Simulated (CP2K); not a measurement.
**A workflow on C2H6AlN (SMILES C[CH]1[NH][AlH]1)**

Wanted: a structure relaxation (GFN2-xTB), then vibrational wavenumbers of C2H6AlN. 

Program for the calculation: CP2K 2026.2.

1 further run of the same task is left out (set aside as unsound or not needed).

## (1) The molecule

The species is C2H6AlN (10 atoms), meant as a singlet with charge 0. SMILES: `C[CH]1[NH][AlH]1`. All atoms were displaced at random from a relaxed shape. The run starts from this shape.

Bond lengths: C1–C2 1.561 Å, C2–N3 1.511 Å, C2–Al4 1.953 Å, N3–Al4 1.792 Å, C1–H5 1.053 Å, C1–H6 1.114 Å, C1–H7 0.967 Å, C2–H8 1.139 Å, N3–H9 1.016 Å, Al4–H10 1.524 Å. Some angles: C1–C2–N3 110.6°, C1–C2–Al4 125.9°, N3–C2–Al4 60.8°, C2–N3–Al4 71.9°, C2–Al4–N3 47.3°, C1–C2–H8 113.1°, N3–C2–H8 107.1°, Al4–C2–H8 120.5°, C2–C1–H5 107.1°, C2–C1–H6 109.4°.

## (2) A geometry optimisation at GFN2-xTB (run 1)

mol.inp reads:

```
&GLOBAL
  PROJECT_NAME mol
  RUN_TYPE GEO_OPT
  PRINT_LEVEL LOW
&END GLOBAL
&FORCE_EVAL
  METHOD Quickstep
  &DFT
    &QS
      METHOD XTB
      EPS_DEFAULT 1.0E-10
      &XTB
        GFN_TYPE TBLITE
        &TBLITE
          METHOD GFN2
        &END TBLITE
        CHECK_ATOMIC_CHARGES F
      &END XTB
    &END QS
    &POISSON
      PERIODIC NONE
      POISSON_SOLVER ANALYTIC
    &END POISSON
    &SCF
      SCF_GUESS ATOMIC
      EPS_SCF 1.0E-07
      MAX_SCF 150
      ADDED_MOS 8
      &DIAGONALIZATION
        ALGORITHM STANDARD
      &END DIAGONALIZATION
      &MIXING
        METHOD DIRECT_P_MIXING
        ALPHA 0.4
      &END MIXING
    &END SCF
    &PRINT
      &MOMENTS
        PERIODIC F
        REFERENCE COM
        MAX_MOMENT 1
      &END MOMENTS
      &MULLIKEN OFF
      &END MULLIKEN
      &HIRSHFELD OFF
      &END HIRSHFELD
    &END PRINT
  &END DFT
  ! structure
  &SUBSYS
    ! vacuum box
    &CELL
      ABC 21.1 19 19
      PERIODIC NONE
    &END CELL
    &COORD
      C      8.759886    10.167500     8.908118
      C      9.844721     9.048318     8.829791
      N     10.637432     8.986868    10.114525
      Al    11.776334     9.328021     8.773074
      H      8.229700    10.149684     7.997998
      H      7.994247     9.888560     9.667754
      H      9.153040    10.988388     9.235909
      H      9.404782     8.011612     8.657106
      H     10.216966     8.725100    11.002002
      H     13.105754     9.680074     8.116390
    &END COORD
  &END SUBSYS
&END FORCE_EVAL
! ionic moves
&MOTION
  &GEO_OPT
    OPTIMIZER BFGS
    MAX_ITER 100
    MAX_FORCE 1.0E-04
    RMS_FORCE 6.7E-05
  &END GEO_OPT
  ! extra output
  &PRINT
    &TRAJECTORY
      &EACH
        GEO_OPT 1
      &END EACH
    &END TRAJECTORY
    &FORCES ON
      &EACH
        GEO_OPT 1
      &END EACH
    &END FORCES
    &RESTART OFF
    &END RESTART
    &RESTART_HISTORY OFF
    &END RESTART_HISTORY
  &END PRINT
&END MOTION
```

The run is started by

```console
$ OMP_NUM_THREADS=1 cp2k.psmp -i mol.inp -o mol.out
```

Log:

```text
CP2K| version string:                                       CP2K version 2026.2
[...]
 GLOBAL| Method name                                                        CP2K
[...]
 GLOBAL| Run type                                                        GEO_OPT
[...]
                             - Atoms:                                         10
[...]
                             - Spherical basis functions:                     27
[...]
 Number of electrons:                                                         22
[...]
  *** SCF run converged in    24 steps ***
[...]
 ENERGY| Total FORCE_EVAL ( QS ) energy [hartree]            -11.238892587041837
[...]
 OPT| Step number                                                              0
[...]
 OPT| Total energy [hartree]                                      -11.2388925870
[...]
 OPT| Step number                                                             14
[...]
 OPT| Total energy [hartree]                                      -11.2592061222
[...]
 OPT| Step number                                                             15
[...]
 OPT| Total energy [hartree]                                      -11.2592065979
[...]
 ***                    GEOMETRY OPTIMIZATION COMPLETED                      ***
[...]
  *** SCF run converged in     1 steps ***
[...]
  Fermi energy:                                                -0.29234128086104
[...]
 TB_DIPOLE| Moment [Debye]          0.57234209       0.15190444      -0.68378199
 TB_DIPOLE| Derivative [a.u.]       0.00000000       0.00000000       0.00000000
 ENERGY| Total FORCE_EVAL ( QS ) energy [hartree]            -11.259206597911851
[...]
```

It took 0.83 s on 1 thread of Arm Neoverse V1, shared host.

Step by step:

```
step  energy from the first frame kept (eV)  largest force (eV/Å)
   1                                 0.0000                1.3438
   2                                -0.0690                0.6617
   3                                -0.0870                0.2712
   4                                -0.0899                0.1440
   5                                -0.0910                0.0789
   6                                -0.0913                0.0351
   7                                -0.0914                0.0132
   8                                -0.0914                0.0194
   9                                -0.0915                0.0297
  10                                -0.0916                0.0293
  11                                -0.0916                0.0182
  12                                -0.0917                0.0137
  13                                -0.0917                0.0129
  14                                -0.0918                0.0083
  15                                -0.0918                0.0039
  16                                -0.0918                0.0039
```

After the run. Bond lengths: C1–C2 1.516 Å, C2–N3 1.567 Å, C2–Al4 1.947 Å, N3–Al4 1.744 Å, C1–H5 1.088 Å, C1–H6 1.092 Å, C1–H7 1.088 Å, C2–H8 1.096 Å, N3–H9 1.012 Å, Al4–H10 1.539 Å. Some angles: C1–C2–N3 113.4°, C1–C2–Al4 128.7°, N3–C2–Al4 58.3°, C2–N3–Al4 71.8°, C2–Al4–N3 49.9°, C1–C2–H8 109.4°, N3–C2–H8 111.1°, Al4–C2–H8 120.8°, C2–C1–H5 110.3°, C2–C1–H6 110.6°.

## (3) The harmonic vibrations at GFN2-xTB (run 2)

cp2k_ase.py reads:

```python
import numpy as np
from ase import Atoms
from ase.calculators.cp2k import CP2K
from ase.vibrations import Vibrations
from ase.thermochemistry import IdealGasThermo

atoms = Atoms(['C', 'C', 'N', 'Al', 'H', 'H', 'H', 'H', 'H', 'H'],
              positions=[(8.731776, 10.094835, 8.930123),
                         (9.831339, 9.053720, 8.849869),
                         (10.713606, 8.977970, 10.142937),
                         (11.758789, 9.320383, 8.789220),
                         (8.223424, 10.181113, 7.971859),
                         (7.991570, 9.813396, 9.681558),
                         (9.141145, 11.066594, 9.199722),
                         (9.392817, 8.077296, 8.613396),
                         (10.229523, 8.752236, 11.002451),
                         (13.109362, 9.636745, 8.121978)])
atoms.set_cell([21.1, 19.0, 19.0])
atoms.center()
template = """
&FORCE_EVAL
    METHOD QUICKSTEP
    &DFT
        &QS
            METHOD XTB
            EPS_DEFAULT 1.0E-10
            &XTB
                GFN_TYPE TBLITE
                &TBLITE
                    METHOD GFN2
                &END TBLITE
                CHECK_ATOMIC_CHARGES F
            &END XTB
        &END QS
        &POISSON
            PERIODIC NONE
            POISSON_SOLVER ANALYTIC
        &END POISSON
        &SCF
            SCF_GUESS ATOMIC
            EPS_SCF 1.0E-08
            MAX_SCF 150
            ADDED_MOS 8
            &DIAGONALIZATION
                ALGORITHM STANDARD
            &END DIAGONALIZATION
            &MIXING
                METHOD DIRECT_P_MIXING
                ALPHA 0.4
            &END MIXING
        &END SCF
        &PRINT
            &MOMENTS
                PERIODIC F
                REFERENCE COM
                MAX_MOMENT 1
            &END MOMENTS
            &MULLIKEN OFF
            &END MULLIKEN
            &HIRSHFELD OFF
            &END HIRSHFELD
        &END PRINT
    &END DFT
    &SUBSYS
    &END SUBSYS
&END FORCE_EVAL
"""
cp2k = CP2K(command="cp2k.psmp -s", label="gas", inp=template, basis_set=None, basis_set_file=None, potential_file=None, pseudo_potential=None, xc=None, cutoff=None, max_scf=None, charge=None, uks=False,
            force_eval_method=None, print_level="LOW", poisson_solver=None, stress_tensor=False)
atoms.calc = cp2k
energy = atoms.get_potential_energy()
print(f"energy {energy:.6f} eV")
vib = Vibrations(atoms, delta=0.005)
vib.run()
vib.summary()
modes = vib.get_energies()[-24:]
thermo = IdealGasThermo(vib_energies=modes, potentialenergy=energy, atoms=atoms, geometry="nonlinear", symmetrynumber=1, spin=0, ignore_imag_modes=True)
thermo.get_gibbs_energy(temperature=298.15, pressure=101325.0)
```

The run is started by

```console
$ OMP_NUM_THREADS=1 python cp2k_ase.py
```

Log:

```text
energy -306.378593 eV
---------------------
  #    meV     cm^-1
---------------------
  0    0.8i      6.5i
  1    0.7i      5.6i
  2    0.0i      0.0i
  3    0.0       0.0
  4    0.0       0.1
  5    0.8       6.6
  6   19.5     157.1
  7   25.4     204.9
  8   43.5     350.7
  9   51.4     414.7
 10   59.7     481.2
 11   63.1     509.1
 12   72.3     583.4
 13   84.3     679.6
 14  111.5     899.1
 15  116.1     936.8
 16  128.0    1032.3
 17  128.9    1040.0
 18  134.9    1088.4
 19  145.6    1174.7
 20  159.4    1286.0
 21  172.9    1394.5
 22  184.5    1487.9
 23  185.5    1496.1
 24  225.3    1817.0
 25  353.2    2849.0
 26  368.2    2969.5
 27  373.7    3014.4
 28  374.3    3019.3
 29  418.0    3371.6
---------------------
Zero-point energy: 2.000 eV
Enthalpy components at T = 298.15 K:
===============================
Enthalpy components at T = 298.15 K:
===============================
E_pot               -306.379 eV
E_ZPE                  2.000 eV
Cv_trans (0->T)        0.039 eV
Cv_rot (0->T)          0.039 eV
Cv_vib (0->T)          0.077 eV
-------------------------------
U                   -304.225 eV
===============================
(C_v -> C_p)           0.026 eV
-------------------------------
H                   -304.199 eV
===============================

Entropy components at T = 298.15 K and P = 101325.0 Pa:
=================================================
{"":15s}{"S":13s}     {"T*S:13s}
S_trans (1 bar)    0.0016793 eV/K        0.501 eV
S_rot              0.0010782 eV/K        0.321 eV
S_elec             0.0000000 eV/K        0.000 eV
S_vib              0.0004123 eV/K        0.123 eV
S (1 bar -> P)    -0.0000011 eV/K       -0.000 eV
-------------------------------------------------
S                  0.0031686 eV/K        0.945 eV
=================================================

Free energy components at T = 298.15 K and P = 101325.0 Pa:
=======================
    H       -304.199 eV
 -T*S         -0.945 eV
-----------------------
    G       -305.144 eV
=======================
```

gas.out, shortened:

```text
CP2K| version string:                                       CP2K version 2026.2
[...]
 GLOBAL| Method name                                                        CP2K
[...]
 GLOBAL| Run type                                                   ENERGY_FORCE
[...]
  *** SCF run converged in    13 steps ***
[...]
  Fermi energy:                                                -0.29234576952527
[...]
```

Run time: 3.9 s. Hardware: 1 thread of Arm Neoverse V1, shared host.

## (4) Summary of results

| quantity | value |
| --- | --- |
| run 1, GFN2-xTB: total energy at the end | -11.25921 Eh |
| run 1, GFN2-xTB: dipole moment (from atomic charges alone) | 0.90 D |
| run 2, GFN2-xTB: lowest harmonic wavenumber | 157 cm⁻¹ |
| run 2, GFN2-xTB: highest harmonic wavenumber | 3372 cm⁻¹ |
| run 2, GFN2-xTB: zero-point energy | 193.0 kJ/mol |
| run 2, GFN2-xTB: ideal-gas entropy at 298.15 K (symmetry number 1 as used) | 73.1 cal/(mol K) |

The dipole (run 1, GFN2-xTB) comes from point charges on the atoms alone, without atomic dipoles, so it is partial. The optimisation (run 1, GFN2-xTB) took 15 steps and changed the energy by -0.553 eV. All 24 modes (run 2, GFN2-xTB) are real, so the shape is a minimum at this level.
